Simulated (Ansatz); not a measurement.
# NbSF₃: one species, many methods

The task here is to estimate one member of a computed series from the others.

Computed with Ansatz 0.2.0, Gaussian basis. Level: functionals in def2-TZVPP, the program's frozen cores in correlated methods.

Levels to be run: LDA (SPW92), PBE-D4, revPBE-D4, BLYP-D4, r2SCAN-D4, B97M-V, PBE0-D4, B3LYP-D4, r2SCANh-D4, r2SCAN0-D4, HSE06-D4, BHLYP-D4, CAM-B3LYP-D4, LC-ωPBE, ωB97X-V, ωB97M-V, B2PLYP, PBE-QIDH; CCSD(T)/def2-SVP; CCSD(T)/def2-TZVPP; MP2/def2-QZVPP; extrapolation to the limit; RPA on PBE.

## The geometry

All runs share one geometry, relaxed beforehand with PBE0-D4 in a triple-zeta def2 set. Nb takes the def2 core potential; no spin-orbit term is included.

SMILES `[F][Nb]([F])([F])=[S]`, 5 atoms, charge 0, spin multiplicity 1.

Atoms are counted from 1 here; the program's logs count them from 0.

Bond lengths: F1–Nb2 1.848 Å, Nb2–F3 1.848 Å, Nb2–F4 1.848 Å, Nb2–S5 2.126 Å. Angles: F1–Nb2–F3 110.7°, F1–Nb2–F4 110.7°, F1–Nb2–S5 108.2°, F3–Nb2–F4 110.7°, F3–Nb2–S5 108.2°, F4–Nb2–S5 108.2°.

Set-up of the first run:

File in.yaml:

```yaml
crystal:
  periodic: [false, false, false]
  atoms:
    - {symbol: F, position_ang: [-0.921895, -0.070086, 1.616596]}
    - {symbol: Nb, position_ang: [-0.006571, -0.089329, 0.011533]}
    - {symbol: F, position_ang: [1.587155, -1.009329, 0.178971]}
    - {symbol: F, position_ang: [-1.048107, -0.824354, -1.326132]}
    - {symbol: S, position_ang: [0.439417, 1.919398, -0.522469]}
basis:
  gaussian: {orbitals: def2-TZVPP}
hamiltonian: {xc: lda}
output: {orbitals: {seedname: orbitals}}
```

On the command line:

```bash
$ ansatz run in.yaml --threads 4 --pin off --events-out ev --progress --plain --max-ram 10444MiB
```

Steps of the session up to this table: LDA; PBE-D4 (GGA); revPBE-D4 (GGA); BLYP-D4 (GGA); r2SCAN-D4 (meta-GGA); B97M-V (meta-GGA); B3LYP-D4 (hybrid); r2SCANh-D4 (hybrid); r2SCAN0-D4 (hybrid); HSE06-D4 (hybrid); BHLYP-D4 (hybrid); CAM-B3LYP-D4 (range-separated); LC-ωPBE (range-separated); ωB97X-V (range-separated); ωB97M-V (range-separated); B2PLYP (double hybrid); PBE-QIDH (double hybrid).

One table of the session follows, with a row left open; its other results are not shown here.

It belongs to the step «Orbital energies across the functionals». 

| functional | HOMO (eV) | LUMO (eV) | gap (eV) |
| --- | --- | --- | --- |
| LDA (SPW92) | ? | ? | ? |
| PBE-D4 | -7.30 | -3.45 | 3.85 |
| revPBE-D4 | -7.22 | -3.36 | 3.86 |
| BLYP-D4 | -7.13 | -3.34 | 3.79 |
| r2SCAN-D4 | -7.61 | -3.41 | 4.20 |
| B97M-V | -7.62 | -3.36 | 4.26 |
| PBE0-D4 | -8.56 | -2.72 | 5.84 |
| B3LYP-D4 | -8.31 | -2.93 | 5.38 |
| r2SCANh-D4 | -8.07 | -3.13 | 4.94 |
| r2SCAN0-D4 | -8.77 | -2.69 | 6.07 |
| HSE06-D4 | -8.16 | -3.10 | 5.06 |
| BHLYP-D4 | -9.63 | -1.82 | 7.81 |
| CAM-B3LYP-D4 | -9.82 | -1.62 | 8.20 |
| LC-ωPBE | -11.11 | -0.47 | 10.64 |
| ωB97X-V | -10.79 | -0.53 | 10.26 |
| ωB97M-V | -10.65 | -0.54 | 10.10 |

Estimate the missing values for LDA (SPW92).

The run gave: HOMO (eV): -7.50; LUMO (eV): -3.69; gap (eV): 3.81. In the column «HOMO (eV)» it lies between r2SCAN-D4 (-7.61) and PBE-D4 (-7.30).
